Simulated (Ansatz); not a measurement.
# CH3Cl2FSSi: small, medium and large basis sets

The task here is to estimate one member of a computed series from the others.

Computed with Ansatz 0.2.0, Gaussian basis. Level: one geometry, several basis sets.

Plan: PBE0-D4/def2-SVP; ωB97M-V/def2-SVP; PBE0-D4/def2-QZVPP; ωB97M-V/def2-QZVPP; the functionals' def2-TZVPP values are taken from earlier runs.

### The relaxed structure

An earlier PBE0-D4 in a triple-zeta def2 set relaxation fixed the geometry.

9 atoms, charge 0, spin multiplicity 1.

Atoms are counted from 1 here; the program's logs count them from 0.

Bond lengths: C1–S2 1.820 Å, C1–H7 1.089 Å, C1–H8 1.089 Å, C1–H9 1.089 Å, S2–Si3 2.088 Å, Si3–F4 1.585 Å, Si3–Cl5 2.022 Å, Si3–Cl6 2.033 Å. Angles: S2–C1–H7 110.8°, S2–C1–H8 111.0°, S2–C1–H9 105.9°, H7–C1–H8 110.6°, H7–C1–H9 109.3°, H8–C1–H9 109.2°, C1–S2–Si3 99.3°, S2–Si3–F4 111.7°, S2–Si3–Cl5 108.1°, S2–Si3–Cl6 112.9°, F4–Si3–Cl5 108.5°, F4–Si3–Cl6 105.1°, Cl5–Si3–Cl6 110.5°.

As a file:

```xyz
9
CH3Cl2FSSi
C     0.0436   -1.2713    0.9274
S     1.2212   -0.5167   -0.2377
Si    0.0516    1.0753   -0.9138
F    -1.2612    0.5689   -1.6430
Cl    1.1490    2.1429   -2.2346
Cl   -0.6068    2.2701    0.5941
H    -0.2140   -0.5736    1.7227
H    -0.8528   -1.6112    0.4117
H     0.5577   -2.1306    1.3560
```

The first run:

in.yaml

```yaml
crystal:
  periodic: [false, false, false]
  atoms:
    - {symbol: C, position_ang: [0.043649, -1.271290, 0.927426]}
    - {symbol: S, position_ang: [1.221204, -0.516654, -0.237737]}
    - {symbol: Si, position_ang: [0.051633, 1.075318, -0.913782]}
    - {symbol: F, position_ang: [-1.261154, 0.568918, -1.643046]}
    - {symbol: Cl, position_ang: [1.148959, 2.142906, -2.234635]}
    - {symbol: Cl, position_ang: [-0.606800, 2.270065, 0.594119]}
    - {symbol: H, position_ang: [-0.214046, -0.573626, 1.722688]}
    - {symbol: H, position_ang: [-0.852759, -1.611187, 0.411747]}
    - {symbol: H, position_ang: [0.557713, -2.130551, 1.356021]}
basis:
  gaussian: {orbitals: def2-SVP}
hamiltonian: {xc: pbe0, dispersion: d4}
output: {orbitals: {seedname: orbitals}}
```

Started as:

```bash
ansatz run in.yaml --threads 4 --pin off --events-out ev --progress --plain --max-ram 10444MiB
```

Steps of the session up to this table: PBE0-D4 in def2-SVP; ωB97M-V in def2-SVP; PBE0-D4 in def2-QZVPP; ωB97M-V in def2-QZVPP.

One table of the session follows, with a row left open; its other results are not shown here.

It belongs to the step «Density functionals: the series». 

```
functional       basis  HOMO (eV)  LUMO (eV)
   PBE0-D4    def2-SVP      -7.66       0.13
   PBE0-D4  def2-TZVPP      -7.70      -0.28
   PBE0-D4  def2-QZVPP      -7.73      -0.45
   ωB97M-V    def2-SVP          ?          ?
   ωB97M-V  def2-TZVPP      -9.89       1.66
   ωB97M-V  def2-QZVPP      -9.93       1.23
```

Estimate the missing values for ωB97M-V, def2-SVP.

**Answer.** HOMO (eV): -9.81; LUMO (eV): 2.21. In the column «HOMO (eV)» it lies between ωB97M-V, def2-TZVPP (-9.89) and PBE0-D4, def2-QZVPP (-7.73).
